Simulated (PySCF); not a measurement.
**From one method to the next for SrPb (triplet)**

Starting from one script, swap the method and compare what comes out for SrPb (triplet).

Program: PySCF 2.14.0. Level of theory: each script names its method and basis. These are calculated values, not measurements.

8 further runs of the same task are left out: 2 for a known fault of the program, 6 that didn't finish.

### Step 1. Where the work starts

SrPb (triplet): 2 atoms, charge 0, spin multiplicity 3.

Bond lengths: Sr1–Pb2 3.260 Å.

### Step 2. The base run

Input file input.py:

```python
from pyscf import gto, scf, mp

mol = gto.M(
    atom='Sr 0 0 0; Pb 0 0 3.26',
    basis='def2-svpd',
    ecp={'Sr': 'def2-svpd', 'Pb': 'def2-svpd'},
    charge=0,
    spin=2,
    symmetry=True,
    verbose=4,
)
mf = scf.UHF(mol)
mf.kernel()
mp.MP2(mf, frozen=4).kernel()
mf.dip_moment()
print('orbital energies (hartree):', [e[max(0, n-3):n+3].round(4) for e, n in zip(mf.mo_energy, mol.nelec)])
```

Command:

```
OMP_NUM_THREADS=1 python input.py
```

### Step 3. TDA

Variant 1 changes step after the SCF: mp2 → tda; number of roots: none → 5.

Changes to input.py since step 2:

```diff
@@ -1,2 +1,2 @@
-from pyscf import gto, scf, mp
+from pyscf import gto, scf, tdscf
 
@@ -13,3 +13,6 @@
 mf.kernel()
-mp.MP2(mf, frozen=4).kernel()
+td = tdscf.TDA(mf)
+td.nstates = 5
+td.kernel()
+td.analyze(verbose=3)
 mf.dip_moment()
```

### Step 4. RHF

Variant 2 changes SCF type: UHF → RHF.

Input file input.py:

```python
from pyscf import gto, scf, mp

mol = gto.M(
    atom='Sr 0 0 0; Pb 0 0 3.26',
    basis='def2-svpd',
    ecp={'Sr': 'def2-svpd', 'Pb': 'def2-svpd'},
    charge=0,
    spin=2,
    symmetry=True,
    verbose=4,
)
mf = scf.RHF(mol)
mf.kernel()
mp.MP2(mf, frozen=4).kernel()
mf.dip_moment()
print('orbital energies (hartree):', mf.mo_energy[..., max(0, mol.nelec[1]-3):mol.nelec[0]+3].round(4))
```

### Step 5. Revtpss (UKS)

Variant 3 changes functional: none (Hartree–Fock) → revtpss; SCF type: UHF → UKS; step after the SCF: mp2 → analyze.

Changes to input.py since step 2:

```diff
@@ -1,2 +1,2 @@
-from pyscf import gto, scf, mp
+from pyscf import gto, dft
 
@@ -11,5 +11,5 @@
 )
-mf = scf.UHF(mol)
+mf = dft.UKS(mol, xc='revtpss')
 mf.kernel()
-mp.MP2(mf, frozen=4).kernel()
+mf.mulliken_pop()
 mf.dip_moment()
```

### Step 6. Frozen orbitals none

Variant 4 changes frozen orbitals: 4 → none.

Changes to input.py since step 2:

```diff
@@ -13,3 +13,3 @@
 mf.kernel()
-mp.MP2(mf, frozen=4).kernel()
+mp.MP2(mf).kernel()
 mf.dip_moment()
```

**Question.** What will these runs give? Wanted: for each run, E(SCF); from base; gap, α spin; SCF dipole; after the SCF.

**Answer**, as computed:

```csv
run,E(SCF) (hartree),from base (eV),cycles,"gap, α spin (eV)",SCF dipole (D),after the SCF
base,-222.208334,0,14,6.15,4.46,"MP2 correlation -3.732 eV, core frozen"
TDA,-222.208334,0.0000,14,6.15,4.46,lowest root found 1.79 eV
RHF,-222.177532,+0.8382,16,n/a,5.23,"MP2 correlation -4.490 eV, core frozen"
revtpss (UKS),-223.326509,not comparable,21,0.98,4.46,n/a
frozen orbitals none,-222.208334,0.0000,14,6.15,4.46,MP2 correlation -4.109 eV
```

In words: A lower total energy from another functional means nothing by itself. The dearest run is “revtpss (UKS)”, at 19 s against 2.5 s.
